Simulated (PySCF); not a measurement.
# One shape, several levels: C2H8BClP− (SMILES C[BH-](P)CCl)

We compute a comparison of 6 runs (HF/3-21G, B3LYP/6-31G*, BLYP/6-31+G*, PBE0/def2-SVP, SVWN5/pcseg-1, MP2/6-31+G*) of C2H8BClP−. Input form: a Python script.

The calculation is run with PySCF 2.14.0.

## 1. The structure to begin with

The species is C2H8BClP− (13 atoms), meant as a singlet with charge -1. As SMILES, `C[BH-](P)CCl`. The shape is that of a GFN2-xTB optimisation. This is one conformer, not always the lowest.

Bond lengths: C1–B2 1.632 Å, B2–P3 2.030 Å, B2–C4 1.638 Å, C4–Cl5 1.791 Å, C1–H6 1.093 Å, C1–H7 1.093 Å, C1–H8 1.092 Å, B2–H9 1.206 Å, P3–H10 1.387 Å, P3–H11 1.384 Å, C4–H12 1.094 Å, C4–H13 1.093 Å. Some angles: C1–B2–P3 109.1°, C1–B2–C4 111.5°, P3–B2–C4 103.3°, B2–C4–Cl5 113.4°, C1–B2–H9 113.1°, P3–B2–H9 107.8°, C4–B2–H9 111.5°, B2–C1–H6 111.2°, B2–C1–H7 112.2°, B2–C1–H8 112.1°.

## 2. Energy and forces at HF/3-21G (run 1)

The input, input.py:

```python
import pyscf.grad
from pyscf import gto, scf

molecule = gto.M(
    atom=[
    ('C', (-1.056720, -1.089760, 0.318450)),
    ('B', (0.081020, 0.080640, 0.342950)),
    ('P', (1.834950, -0.684540, -0.333520)),
    ('C', (-0.255380, 1.265810, -0.736450)),
    ('Cl', (-1.723240, 2.206030, -0.327330)),
    ('H', (-2.033910, -0.697740, 0.609960)),
    ('H', (-1.171250, -1.533190, -0.673480)),
    ('H', (-0.821630, -1.905070, 1.006410)),
    ('H', (0.274850, 0.529130, 1.445150)),
    ('H', (2.656080, 0.346990, 0.097550)),
    ('H', (2.128580, -1.421830, 0.800750)),
    ('H', (0.535460, 2.018570, -0.807750)),
    ('H', (-0.448800, 0.884970, -1.742690)),
],
    basis='3-21g',
    spin=0,
    verbose=4,
    charge=-1,
    max_memory=1860,
)

hf = scf.RHF(molecule)
hf.conv_tol = 1e-10
hf.kernel()
if not hf.converged:
    hf = hf.newton().run(hf.mo_coeff, hf.mo_occ)

e_final = hf.e_tot
print(f'total energy: {e_final:.8f} hartree')
grad = hf.Gradients().kernel()
hf.analyze()
```

On the command line:

```bash
$ OMP_NUM_THREADS=1 python input.py
```

What it wrote:

```text
PySCF version 2.14.0

[... 87 lines left out ...]
Two-electron Coulomb Energy =          675.783051267498990
[... 15 lines left out ...]
MO #13  energy= -5.1153533548863   occ= 2
[... 13 lines left out ...]
MO #27  energy= -0.229019067226165 occ= 2
[... 13 lines left out ...]
MO #41  energy= 0.631605612965207  occ= 0
[... 13 lines left out ...]
MO #55  energy= 1.28828316918703   occ= 0
[... 13 lines left out ...]
MO #69  energy= 2.41558895417983   occ= 0
[... 86 lines left out ...]
WARN: System has nonzero charge -1; the dipole moment is origin-dependent.
Location of origin: [0. 0. 0.]

Dipole moment(X, Y, Z, Debye): -0.09364, -1.13701, -0.02596
```

It took 3.6 s on 1 thread of Intel Xeon at 2.70GHz, shared host; peak memory 0.14 GiB.

## 3. Energy and forces at B3LYP/6-31G(d) (spherical functions) (run 2)

The input, run.py:

```python
# C[BH-](P)CCl
import pyscf.grad
from pyscf import gto, dft

mol = gto.M(
    atom='''
C       -1.056720      -1.089760       0.318450
B        0.081020       0.080640       0.342950
P        1.834950      -0.684540      -0.333520
C       -0.255380       1.265810      -0.736450
Cl      -1.723240       2.206030      -0.327330
H       -2.033910      -0.697740       0.609960
H       -1.171250      -1.533190      -0.673480
H       -0.821630      -1.905070       1.006410
H        0.274850       0.529130       1.445150
H        2.656080       0.346990       0.097550
H        2.128580      -1.421830       0.800750
H        0.535460       2.018570      -0.807750
H       -0.448800       0.884970      -1.742690
''',
    charge=-1,
    max_memory=1860,
    spin=0,
    basis='6-31g*',
    verbose=3,
)

ks = dft.RKS(mol)
ks.xc = 'b3lyp'
ks.grids.level = 5
ks.conv_tol = 1e-10
ks.kernel()
if not ks.converged:
    ks = ks.newton().run(ks.mo_coeff, ks.mo_occ)

etot = ks.e_tot
print(f'total energy: {etot:.8f} hartree')
grad = ks.Gradients().kernel()
ks.analyze()
```

On the command line:

```bash
$ OMP_NUM_THREADS=1 python run.py
```

What it wrote:

```text
converged SCF energy = -907.471331685668
[... 23 lines left out ...]
MO #14  energy= -0.671897992503709 occ= 2
[... 15 lines left out ...]
MO #30  energy= 0.200578587413212  occ= 0
[... 15 lines left out ...]
MO #46  energy= 0.612032153576364  occ= 0
[... 15 lines left out ...]
MO #62  energy= 1.00606996844774   occ= 0
[... 15 lines left out ...]
MO #78  energy= 1.53986427878415   occ= 0
[... 15 lines left out ...]
MO #94  energy= 2.63921468163632   occ= 0
[... 15 lines left out ...]
WARN: System has nonzero charge -1; the dipole moment is origin-dependent.
Location of origin: [0. 0. 0.]

Dipole moment(X, Y, Z, Debye): -0.33116, -0.95968,  0.12144
```

Run time: 52 s. Hardware: 1 thread of Intel Xeon at 2.70GHz, shared host; peak memory 0.94 GiB.

Runs 3 to 5 aren't shown in full; the table further down has their settings and results.

## 4. Energy and gradient at MP2/6-31+G(d) (spherical functions) (run 6)

The input, input.py:

```python
# C[BH-](P)CCl
from pyscf import gto, scf, mp

system = gto.Mole()
system.atom = [
    ('C', (-1.056720, -1.089760, 0.318450)),
    ('B', (0.081020, 0.080640, 0.342950)),
    ('P', (1.834950, -0.684540, -0.333520)),
    ('C', (-0.255380, 1.265810, -0.736450)),
    ('Cl', (-1.723240, 2.206030, -0.327330)),
    ('H', (-2.033910, -0.697740, 0.609960)),
    ('H', (-1.171250, -1.533190, -0.673480)),
    ('H', (-0.821630, -1.905070, 1.006410)),
    ('H', (0.274850, 0.529130, 1.445150)),
    ('H', (2.656080, 0.346990, 0.097550)),
    ('H', (2.128580, -1.421830, 0.800750)),
    ('H', (0.535460, 2.018570, -0.807750)),
    ('H', (-0.448800, 0.884970, -1.742690)),
]
system.max_memory = 1860
system.verbose = 4
system.charge = -1
system.basis = '6-31+g*'
system.build()

mf = scf.RHF(system)
mf.conv_tol = 1e-10
mf.kernel()
if not mf.converged:
    mf = mf.newton().run(mf.mo_coeff, mf.mo_occ)

pt = mp.MP2(mf, frozen=13).run()
e_final = pt.e_tot
print('Final energy', e_final)
grad = pt.nuc_grad_method().kernel()
mf.analyze()
```

On the command line:

```bash
$ OMP_NUM_THREADS=1 python input.py
```

What it wrote:

```text
PySCF version 2.14.0

[... 104 lines left out ...]
MO #9   energy= -7.3607344727586   occ= 2
[... 20 lines left out ...]
MO #30  energy= 0.17417628720433   occ= 0
[... 20 lines left out ...]
MO #51  energy= 0.434839671872599  occ= 0
[... 20 lines left out ...]
MO #72  energy= 1.02695544910443   occ= 0
[... 20 lines left out ...]
MO #93  energy= 1.56357195580128   occ= 0
[... 20 lines left out ...]
MO #114 energy= 3.00196337071602   occ= 0
[... 131 lines left out ...]
WARN: System has nonzero charge -1; the dipole moment is origin-dependent.
Location of origin: [0. 0. 0.]

Dipole moment(X, Y, Z, Debye): -0.27683, -0.96431,  0.07927
```

Run time: 50 s. Hardware: 1 thread of Intel Xeon at 2.70GHz, shared host; peak memory 1.2 GiB.

## 5. All runs side by side

| run | level | integration grid | frozen core orbitals | energy (Eh) | HOMO energy (eV) | LUMO energy (eV) | HOMO–LUMO gap (eV) | wall time |
| --- | --- | --- | --- | --- | --- | --- | --- | --- |
| 1 | HF/3-21G | – | – | -900.810278 | -3.96 | 9.63 | 13.59 | 3.6 s |
| 2 | B3LYP/6-31G* (spherical functions) | 5 | – | -907.471332 | -1.08 | 5.46 | 6.54 | 52 s |
| 3 | BLYP/6-31+G* (spherical functions) | 5 | – | -907.351315 | -0.56 | 2.98 | 3.55 | 75 s |
| 4 | PBE0/def2-SVP | 5 | – | -906.733542 | -1.36 | 5.75 | 7.11 | 64 s |
| 5 | SVWN5/pcseg-1 | 5 | – | -903.640326 | -0.66 | 3.91 | 4.57 | 48 s |
| 6 | MP2/6-31+G* (spherical functions) | – | 13 | -905.900487 | -4.15 | 4.74 | 8.89 | 50 s |

## 6. Summary of results

| quantity | value |
| --- | --- |
| run 6: total energy | -905.90049 Eh |
| run 6: HOMO energy (Hartree–Fock orbitals) | -4.15 eV |
| run 6: LUMO energy (Hartree–Fock orbitals) | 4.74 eV |
| run 6: HOMO–LUMO gap (to an unbound level, set by the basis) | 8.89 eV |
| run 6: correlation energy (13 core orbitals frozen) | -599.5 mEh |
| run 6: largest force on an atom | 1.024 eV/Å |

Over runs 1, 2, 3, 4, 5 the HOMO–LUMO gap runs from 3.55 eV (BLYP/6-31+G*) to 13.59 eV (HF/3-21G). The two ends differ in method and basis. The empty levels of an anion lie above zero and hang on the basis. Totals of different functionals can't be ranked against each other. All runs together took 4.9 min, the longest 75 s.
